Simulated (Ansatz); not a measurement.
# CH7ClOSi2: a ladder of functionals and wavefunction methods

Aim: compute CH7ClOSi2 with functionals from several rungs and with coupled cluster, and see how far each lands from CCSD(T) at the basis-set limit for the atomisation energy.

Program: Ansatz 0.2.0, Gaussian basis. Level of theory: functionals in def2-TZVPP, the program's frozen cores in correlated methods. These are calculated values, not measurements.

The runs, in order: LDA (SPW92), PBE-D4, revPBE-D4, BLYP-D4, r2SCAN-D4, B97M-V, PBE0-D4, B3LYP-D4, r2SCANh-D4, r2SCAN0-D4, HSE06-D4, BHLYP-D4, CAM-B3LYP-D4, LC-ωPBE, ωB97X-V, ωB97M-V, B2PLYP, PBE-QIDH; CCSD(T)/def2-SVP; CCSD(T)/def2-TZVPP; MP2/def2-QZVPP; extrapolation to the limit; RPA on PBE.

## (1) The geometry

An earlier PBE0-D4 in a triple-zeta def2 set relaxation fixed the geometry.

SMILES `C[Si](O)([SiH3])Cl`, 12 atoms, charge 0, spin multiplicity 1.

Atoms are counted from 1 here; the program's logs count them from 0.

Bond lengths: C1–Si2 1.859 Å, C1–H6 1.092 Å, C1–H7 1.093 Å, C1–H8 1.093 Å, Si2–O3 1.642 Å, Si2–Si4 2.338 Å, Si2–Cl5 2.077 Å, O3–H9 0.959 Å, Si4–H10 1.488 Å, Si4–H11 1.488 Å, Si4–H12 1.485 Å. Angles: Si2–C1–H6 110.6°, Si2–C1–H7 110.7°, Si2–C1–H8 110.3°, H6–C1–H7 108.0°, H6–C1–H8 108.6°, H7–C1–H8 108.5°, C1–Si2–O3 112.3°, C1–Si2–Si4 114.8°, C1–Si2–Cl5 106.4°, O3–Si2–Si4 106.3°, O3–Si2–Cl5 109.1°, Si4–Si2–Cl5 107.8°, Si2–O3–H9 118.4°, Si2–Si4–H10 110.5°, Si2–Si4–H11 109.0°, Si2–Si4–H12 110.2°, H10–Si4–H11 108.5°, H10–Si4–H12 109.3° and more.

## (2) LDA

This LDA is Slater exchange with PW92 correlation.

Contents of in.yaml:

```yaml
crystal:
  periodic: [false, false, false]
  atoms:
    - {symbol: C, position_ang: [-1.213070, 1.191472, -0.342298]}
    - {symbol: Si, position_ang: [0.423960, 0.319900, -0.219634]}
    - {symbol: O, position_ang: [1.028181, -0.081370, -1.693157]}
    - {symbol: Si, position_ang: [0.391586, -1.651662, 1.036616]}
    - {symbol: Cl, position_ang: [1.724413, 1.644455, 0.711995]}
    - {symbol: H, position_ang: [-1.591917, 1.439819, 0.651701]}
    - {symbol: H, position_ang: [-1.114276, 2.122019, -0.907864]}
    - {symbol: H, position_ang: [-1.945638, 0.555086, -0.845308]}
    - {symbol: H, position_ang: [1.239001, 0.625037, -2.306999]}
    - {symbol: H, position_ang: [-0.513507, -2.653856, 0.410873]}
    - {symbol: H, position_ang: [-0.112418, -1.346651, 2.402862]}
    - {symbol: H, position_ang: [1.760685, -2.219548, 1.135212]}
basis:
  gaussian: {orbitals: def2-TZVPP}
hamiltonian: {xc: lda}
output: {orbitals: {seedname: orbitals}}
```

The runs that follow: PBE-D4 (GGA); revPBE-D4 (GGA); BLYP-D4 (GGA); r2SCAN-D4 (meta-GGA); B97M-V (meta-GGA); PBE0-D4 (hybrid); B3LYP-D4 (hybrid); r2SCANh-D4 (hybrid); r2SCAN0-D4 (hybrid); HSE06-D4 (hybrid); BHLYP-D4 (hybrid); CAM-B3LYP-D4 (range-separated); LC-ωPBE-D4 (range-separated); ωB97X-V (range-separated); ωB97M-V (range-separated); B2PLYP (double hybrid); PBE-QIDH (double hybrid); CCSD(T) in def2-SVP; CCSD(T) in def2-TZVPP; MP2 in def2-QZVPP; RPA on PBE orbitals.

Q: Predict the results of all the runs planned. Wanted: atomisation energy, CCSD(T)/CBS; farthest beyond LDA; mean size of error, GGA; mean size of error, meta-GGA; mean size of error, hybrid; mean size of error, range-separated; mean size of error, double hybrid; gap, smallest and largest; T1 diagnostic.

As calculated:

| quantity | value |
| --- | --- |
| atomisation energy, CCSD(T)/CBS | 43.389 eV |
| functionals within 0.217 eV (0.5 %) | PBE-D4, r2SCAN-D4, B97M-V, CAM-B3LYP-D4, ωB97X-V, ωB97M-V |
| farthest beyond LDA | BHLYP-D4 (-1.093 eV) |
| mean size of error, GGA | 0.479 eV |
| mean size of error, meta-GGA | 0.063 eV |
| mean size of error, hybrid | 0.474 eV |
| mean size of error, range-separated | 0.185 eV |
| mean size of error, double hybrid | 0.628 eV |
| gap, smallest and largest | 5.81 eV (LDA (SPW92)), 12.78 eV (LC-ωPBE) |
| T1 diagnostic | 0.0111 |
| triples share of the correlation energy | 3.7 % |

**Reading.** The LDA atomisation energy is off by 5.164 eV (12 %): it overbinds. PBE-D4 misses by +0.036 eV. Double hybrids carry the basis error of their MP2 part in triple zeta, and no dispersion term here, so their miss is partly the set-up's. The rungs meta-GGA, range-separated miss on average by less than the doubt on the reference (0.217 eV), so they tie. Misses under about 0.217 eV are within the doubt on the reference itself, which lacks core-valence correlation, relativity and higher excitations. Hartree-Fock recovers 75 % of the binding; the rest is correlation. CCSD(T) in def2-SVP is off by -3.152 eV, worse than the median functional, from the basis alone. The gap grows from 5.8 to 12.8 eV across the functionals, mostly with the share of exact exchange.
